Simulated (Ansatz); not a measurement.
The same calculation of BH₇NO₂Si₂, SMILES [O]B(O)N([SiH3])[SiH3] as a Python script and as an input file (the Ansatz DFT code, driven from Python).

The script, `run_energy.py`:
```python
"""Electronic structure of the BH7NO2Si2 molecule."""

import json

import ansatz as az
from ase import Atoms
import numpy as np
import pandas as pd

config = {
    "basis": "def2-SVP",
    "method": "mp2",
}

atoms = Atoms(["O", "B", "O", "N", "Si", "Si", "H", "H", "H", "H", "H", "H", "H"], positions=[
    (-1.836, 1.1661, -1.8747),
    (-1.0307, 0.2383, -1.0863),
    (-1.1788, -1.2035, -1.2985),
    (-0.01, 0.7892, -0.0906),
    (1.6223, 0.1955, -0.542),
    (-0.3951, 0.1709, 1.5496),
    (-1.8968, -1.4798, -0.6749),
    (1.9556, 0.6536, -1.8994),
    (2.6184, 0.7307, 0.3985),
    (1.6579, -1.2753, -0.5023),
    (0.5632, 0.7211, 2.5203),
    (-1.7523, 0.592, 1.9291),
    (-0.3178, -1.2987, 1.5713),
])
mol = az.Crystal.molecule_from_ase(atoms)

base = (
    mol.calculation()
    .basis(gaussian=config["basis"])
    .correlation(config["method"])
    .spin("collinear", total=1)
    .forces()
)
trace = []
res = base.session().plan().execute(on_event=trace.append)
r = res.report
for event in trace:
    if event["event"] == "mean_field_evaluation" and event["data"]["evaluation"] <= 25:
        print("pass {evaluation:3d}  E = {energy_ev:.6f} eV  gradient {gradient_ev:.1e}".format(**event["data"]))

print(f"E = {r['free_energy_ev']:.6f} eV = {r['free_energy_ev'] / 27.211386246:.7f} Ha")
print("converged:", r["converged"], " doubts:", r["published_state_doubts"] or "none")

print("correlation energy", round(r["free_energy_ev"] - r["reference_energy_ev"], 5), "eV")
cluster = r["correlation"].get("coupled_cluster")
if cluster:
    print("cycles", cluster["cycles"], " T1 diagnostic", round(cluster["t1_diagnostic"], 4), " largest double", round(cluster["largest_double"], 4))

symbols = [site.symbol for site in mol.cartesian_sites]
print("forces (eV/A)")
for symbol, f in zip(symbols, r["forces_ev_ang"]):
    print(f"  {symbol:2s} {f[0]:9.4f} {f[1]:9.4f} {f[2]:9.4f}")

charges = r["charge_distribution"]
table = pd.DataFrame({"atom": symbols, "mulliken": charges["mulliken_charges_e"], "lowdin": charges["lowdin_charges_e"]})
print(table.round(3).to_string())
print("dipole (e A):", np.round(charges["dipole_moment_e_ang"], 4) + 0.0)
with open("bh7no2si2.json", "w") as handle:
    json.dump({k: r[k] for k in ("free_energy_ev", "reference_energy_ev", "n_occupied", "n_virtual")}, handle, indent=1)
```

```console
$ python run_energy.py
pass   1  E = -22042.421369 eV  gradient 4.1e+01
pass   2  E = -22042.478553 eV  gradient 4.1e+01
pass   3  E = -22041.135784 eV  gradient 5.5e+01
pass   4  E = -22052.863570 eV  gradient 8.6e+00
pass   5  E = -22054.007075 eV  gradient 9.2e+00
pass   6  E = -22054.678201 eV  gradient 5.8e+00
pass   7  E = -22055.298791 eV  gradient 1.7e+00
pass   8  E = -22055.351061 eV  gradient 9.3e-01
pass   9  E = -22055.363759 eV  gradient 5.0e-01
pass  10  E = -22055.367439 eV  gradient 5.2e-01
pass  11  E = -22055.371292 eV  gradient 2.5e-01
pass  12  E = -22055.372574 eV  gradient 1.5e-01
pass  13  E = -22055.373234 eV  gradient 1.1e-01
pass  14  E = -22055.373244 eV  gradient 1.2e-01
pass  15  E = -22055.373968 eV  gradient 3.5e-03
pass  16  E = -22055.373969 eV  gradient 3.5e-03
pass  17  E = -22055.373969 eV  gradient 1.3e-06
pass  18  E = -22055.373969 eV  gradient 1.6e-05
pass  19  E = -22055.373969 eV  gradient 1.5e-06
pass  20  E = -22055.373969 eV  gradient 1.5e-06
pass  21  E = -22054.892549 eV  gradient 5.8e+00
pass  22  E = -22055.226698 eV  gradient 1.5e+00
pass  23  E = -22055.363889 eV  gradient 1.4e+00
pass  24  E = -22054.891645 eV  gradient 5.8e+00
pass  25  E = -22055.226798 eV  gradient 1.6e+00
E = -22076.531992 eV = -811.2975867 Ha
converged: True  doubts: none
correlation energy -21.15802 eV
forces (eV/A)
  O     1.8507   -2.1840    1.8461
  B    -0.3350    0.3117   -0.6907
  O    -0.9709    2.5437    0.9846
  N    -1.1285   -1.4223   -0.9581
  Si   -0.1514    0.3894   -0.2325
  Si   -0.0137    0.6121   -0.2767
  H     0.7399    0.0415   -0.8362
  H    -0.0301    0.0467   -0.1853
  H     0.0301    0.0869    0.1958
  H     0.1249   -0.2100    0.0145
  H     0.1524    0.0474    0.0458
  H    -0.2362    0.0083   -0.0296
  H    -0.0322   -0.2713    0.1223
   atom  mulliken  lowdin
0     O    -0.104   0.213
1     B     0.363  -0.589
2     O    -0.307   0.169
3     N    -0.692  -0.102
4    Si     0.590   0.400
5    Si     0.553   0.388
6     H     0.219   0.040
7     H    -0.109  -0.085
8     H    -0.112  -0.089
9     H    -0.093  -0.085
10    H    -0.101  -0.084
11    H    -0.109  -0.086
12    H    -0.099  -0.090
dipole (e A): [-0.0479 -0.227   0.3726]
```

`input.yaml`:
```yaml
crystal:
  periodic: [false, false, false]
  atoms:
    - { symbol: O, position_ang: [-1.836, 1.1661, -1.8747] }
    - { symbol: B, position_ang: [-1.0307, 0.2383, -1.0863] }
    - { symbol: O, position_ang: [-1.1788, -1.2035, -1.2985] }
    - { symbol: "N", position_ang: [-0.01, 0.7892, -0.0906] }
    - { symbol: Si, position_ang: [1.6223, 0.1955, -0.542] }
    - { symbol: Si, position_ang: [-0.3951, 0.1709, 1.5496] }
    - { symbol: H, position_ang: [-1.8968, -1.4798, -0.6749] }
    - { symbol: H, position_ang: [1.9556, 0.6536, -1.8994] }
    - { symbol: H, position_ang: [2.6184, 0.7307, 0.3985] }
    - { symbol: H, position_ang: [1.6579, -1.2753, -0.5023] }
    - { symbol: H, position_ang: [0.5632, 0.7211, 2.5203] }
    - { symbol: H, position_ang: [-1.7523, 0.592, 1.9291] }
    - { symbol: H, position_ang: [-0.3178, -1.2987, 1.5713] }
basis:
  gaussian: { orbitals: def2-SVP }
magnetization:
  spin_polarized: true
  initial_magnetization: 1.0
correlation:
  method: mp2
output:
  forces: true
```

Launched from the shell:
```console
$ ansatz run input.yaml --threads 1 --pin off --max-ram 4096MiB --backend cpu --events-out ev --progress --plain --runs-dir out
Engine: ansatz 0.2.0, aarch64-unknown-linux-gnu
Functional definition: HF
  exchange = exact_x
  correlation = 0
1227 factors; integrals over basis functions are off by at most 1.1e-3 eV
mean field evaluation 1: about -22042.4214 eV, gradient 4.1e1 eV
mean field evaluation 2: about -22042.4786 eV, gradient 4.1e1 eV
mean field evaluation 4: about -22052.8636 eV, gradient 8.6e0 eV
mean field evaluation 8: about -22055.3511 eV, gradient 9.3e-1 eV
mean field evaluation 16: about -22055.3740 eV, gradient 3.5e-3 eV
mean field evaluation 32: about -22041.7637 eV, gradient 2.8e1 eV
mean field -22055.37396874 eV, -810.5200436818 hartree, gradient 1.5e-6 eV, S^2 0.758074; 4 other end points of the search recorded, 0 dependent functions left out
14 core orbitals not correlated: weight in the atoms' cores, before any rotation towards them, 1.000 or more for the frozen orbitals, at most 0.000 for the correlated occupied ones
reference -22055.37396874 eV, -810.5200436818 hartree; 18, 17 occupied and 95, 96 virtual orbitals, 1227 factors
second order -21.15802340 eV of doubles, -0.00000000 eV of singles
the calculation of the forces begins
Total energy: -22076.53199214 eV, -811.2975867002 hartree
Atom 0 at    -1.836000     1.166100    -1.874700 Å, force     1.850723    -2.184008     1.846087 eV/Å
Atom 1 at    -1.030700     0.238300    -1.086300 Å, force    -0.334973     0.311666    -0.690690 eV/Å
Atom 2 at    -1.178800    -1.203500    -1.298500 Å, force    -0.970930     2.543675     0.984582 eV/Å
Atom 3 at    -0.010000     0.789200    -0.090600 Å, force    -1.128481    -1.422331    -0.958121 eV/Å
Atom 4 at     1.622300     0.195500    -0.542000 Å, force    -0.151433     0.389371    -0.232542 eV/Å
Atom 5 at    -0.395100     0.170900     1.549600 Å, force    -0.013747     0.612075    -0.276725 eV/Å
Atom 6 at    -1.896800    -1.479800    -0.674900 Å, force     0.739933     0.041547    -0.836180 eV/Å
Atom 7 at     1.955600     0.653600    -1.899400 Å, force    -0.030080     0.046674    -0.185282 eV/Å
Atom 8 at     2.618400     0.730700     0.398500 Å, force     0.030131     0.086905     0.195815 eV/Å
Atom 9 at     1.657900    -1.275300    -0.502300 Å, force     0.124867    -0.210005     0.014533 eV/Å
Atom 10 at     0.563200     0.721100     2.520300 Å, force     0.152390     0.047357     0.045846 eV/Å
Atom 11 at    -1.752300     0.592000     1.929100 Å, force    -0.236186     0.008328    -0.029650 eV/Å
Atom 12 at    -0.317800    -1.298700     1.571300 Å, force    -0.032213    -0.271255     0.122327 eV/Å
Dipole moment:    -0.047868    -0.226996     0.372583 e Å
```

Notes:
- Total energies depend on the basis set; only differences at equal settings carry meaning.
- The geometry is a force-field or estimated start, not a minimum of this method, and the basis set is short of its limit.
- The species is open-shell (spin multiplicity 2).
- The Löwdin charges here are taken after orthogonalising the functions within each atom; they differ from plain Löwdin charges, and their signs can be unphysical.
- Inner cores stay frozen, so this is valence correlation.
- Early passes use coarser integrals and grids, so their energies can't be compared with the last.
- Hardware and time: 26 s on 1 thread of Arm Neoverse V2 (shared host), peak memory 0.6 GiB.

(Lines on the test bed's own set-up are left out of the output.)
